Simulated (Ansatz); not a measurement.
# InGa2P3: the cell at several levels of theory

Cell and atoms of InGa2P3 as one 6-atom ordering (Imm2) on the zincblende lattice are relaxed in turn with PBE and r2SCAN. This is a trial cell built on a prototype, not taken from a measured structure, and it needn't be the compound's ground state.

Program: Ansatz 0.2.0. PAW datasets, plane waves, zero pressure. Simulation only: spin-unpolarised, and no claim that this is the phase found in nature.

### 1 The system as given

This is the cell as the run starts from it, not yet at rest; its lengths are not the crystal's.

Space group Imm2 (No. 44), orthorhombic; conventional cell a = 3.791 Å, b = 11.373 Å, c = 5.361 Å, 19.26 Å³ an atom. Near Ga stand 4 P at 2.32 Å; near P stand 3 Ga at 2.32 Å and 1 In at 2.32 Å; near In stand 4 P at 2.32 Å; near P stand 2 In at 2.32 Å and 2 Ga at 2.32 Å.

Structure file:

```xyz
6
Lattice="-1.8956 5.6867 2.6807 1.8956 -5.6867 2.6807 1.8956 5.6867 -2.6807" Properties=species:S:1:pos:R:3 pbc="T T T"
Ga    1.8956    1.8956    2.6807
P     0.0000    1.8956    1.3404
Ga    0.0000    3.7911    0.0000
P     1.8956    3.7911   -1.3404
In    0.0000    0.0000    0.0000
P     0.0000    5.6867    1.3404
```

### 2 Relaxation with PBE

input.yaml reads:

```yaml
crystal:
  lattice:
    - [-1.8955512457, 5.6866537372, 2.6807142799]
    - [1.8955512457, -5.6866537372, 2.6807142799]
    - [1.8955512457, 5.6866537372, -2.6807142799]
  atoms:
    - { symbol: Ga, position: [0.6666666667, 1.0, 0.6666666667] }
    - { symbol: P, position: [0.4166666667, 0.25, 0.1666666667] }
    - { symbol: Ga, position: [0.3333333333, 0.0, 0.3333333333] }
    - { symbol: P, position: [0.0833333333, 0.25, 0.8333333333] }
    - { symbol: In, position: [0.0, 0.0, 0.0] }
    - { symbol: P, position: [0.75, 0.25, 0.5] }
kpoints:
  mp_grid: { grid: [8, 8, 8] }
hamiltonian:
  xc: pbe
scf:
  occupations: { method: fermi_dirac, width: 0.02 }
relax:
  f_tol: 0.005
  cell: {}
```

Launch:

```
$ ansatz run input.yaml --threads 4 --pin off --max-ram 6451MiB --backend cpu --events-out ev --progress --plain --runs-dir out
```

After this run come: Relaxation with r2SCAN.

**Question.** What will these runs give? Wanted: for each run, a; b; c; volume; space group; SCF geometries.

**Answer**, as computed:

| level | a (Å) | b (Å) | c (Å) | volume (Å³/atom) | space group | SCF geometries |
| --- | --- | --- | --- | --- | --- | --- |
| PBE | 3.989 | 11.988 | 5.670 | 22.595 | Imm2 | 8 |
| r2SCAN | 3.949 | 11.875 | 5.618 | 21.954 | Imm2 | 5 |

In words: The first relaxation changed the volume by +17.3 % from the start. r2SCAN gives the smallest cell and PBE the largest; they differ by 2.9 % in volume, a mean of 1.0 % in length.
